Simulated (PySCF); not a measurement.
**[Sm(H2O)3]2+: other functionals and bases at one geometry**

The task here is to estimate one member of a computed series from the others.

The runs use PySCF 2.14.0; several levels, as the steps say, no spin–orbit coupling.

1 further run of the same task is left out (for a known fault of the program).

## The system as given

10 atoms, charge 2, spin multiplicity 1.

Bond lengths: Sm1–O2 2.508 Å, Sm1–O5 2.508 Å, Sm1–O8 2.508 Å, O2–H3 0.973 Å, O2–H4 0.973 Å, O5–H6 0.973 Å, O5–H7 0.973 Å, O8–H9 0.973 Å, O8–H10 0.973 Å. Angles: O2–Sm1–O5 120.0°, O2–Sm1–O8 120.0°, O5–Sm1–O8 120.0°, Sm1–O2–H3 128.2°, Sm1–O2–H4 128.2°, H3–O2–H4 103.6°, Sm1–O5–H6 128.2°, Sm1–O5–H7 128.2°, H6–O5–H7 103.6°, Sm1–O8–H9 128.2°, Sm1–O8–H10 128.2°, H9–O8–H10 103.6°.

Geometry (Å):

```xyz
10
charge 2, multiplicity 1
Sm    0.0000    0.0000    0.0000
O     2.5082    0.0000    0.0000
H     3.1099    0.6157    0.4533
H     3.1099   -0.6157   -0.4533
O    -1.2541    2.1721    0.0000
H    -2.0881    2.3854    0.4533
H    -1.0217    3.0011   -0.4533
O    -1.2541   -2.1721    0.0000
H    -1.0218   -3.0011    0.4533
H    -2.0882   -2.3854   -0.4533
```

Formal oxidation states: Sm +2. Each metal's 6 4f electrons lie in its core potential, so multiplicities, spins and levels count the valence alone. An earlier session relaxed this geometry at PBE0, Sm lcecp-0-SVP with ECP52, O def2-SVP, H def2-SVP (singlet, point group D3).

At PBE0 on the finer grid: E = -257.271292 Eh, frontier levels not given, since the 4f levels lie in the core, Mulliken charge on Sm1 +1.43 e, largest force component 0.018 eV/Å. 

Levels to run: B3LYP; HF; PBE0, TZVP. Hardware: 2 threads of Arm Neoverse N1, shared host.

The first run:

File run.py (the lines that set the calculation):

```python
mol = gto.M(atom='''
Sm     0.00000     0.00000     0.00000
O      2.50816    -0.00003     0.00000
H      3.10992     0.61566     0.45334
H      3.10990    -0.61574    -0.45334
O     -1.25406     2.17215     0.00000
H     -2.08813     2.38544     0.45334
H     -1.02171     3.00112    -0.45334
O     -1.25411    -2.17212     0.00000
H     -1.02178    -3.00110     0.45334
H     -2.08819    -2.38539    -0.45334''',
    basis={'Sm': 'lcecp-0-SVP', 'O': 'def2-SVP', 'H': 'def2-SVP'},
    ecp={'Sm': 'lcecp-0-SVP'},
    charge=2, spin=0)
mf = dft.RKS(mol, xc='B3LYP')
mf.grids.atom_grid = (75, 302)  # f atoms: unpruned, at least (60, 302)
mf = mf.density_fit()  # fitting sets: Sm AutoAux, O def2-universal-JKFIT, H def2-universal-JKFIT
mf.conv_tol = 1e-08; mf.max_cycle = 55
mf.kernel(dm0)  # dm0: the density of the relaxed state
```

On the command line:

```
$ OMP_NUM_THREADS=2 python run.py
```

Steps of the session up to this table: B3LYP; HF; PBE0, TZVP.

One table of the session follows, with a row left open; its other results are not shown here.

```
              level  charge on Sm1 (e)  largest force component (eV/Å)
PBE0 (relaxed here)               1.43                            0.02
              B3LYP                  ?                               ?
                 HF               1.61                            1.46
         PBE0, TZVP               1.68                            0.38
```

**Question.** Estimate the row for B3LYP.

The run gave: charge on Sm1 (e): 1.39; largest force component (eV/Å): 0.13. In the column «charge on Sm1 (e)» it is the lowest.

The largest leftover force, 1.46 eV/Å with HF, stands at a geometry relaxed at another level. With 4f in the core, its levels are missing from HOMO and gap, and its count is fixed, so no charge can pass from the ligands into it. Total energies of different levels can't be compared.
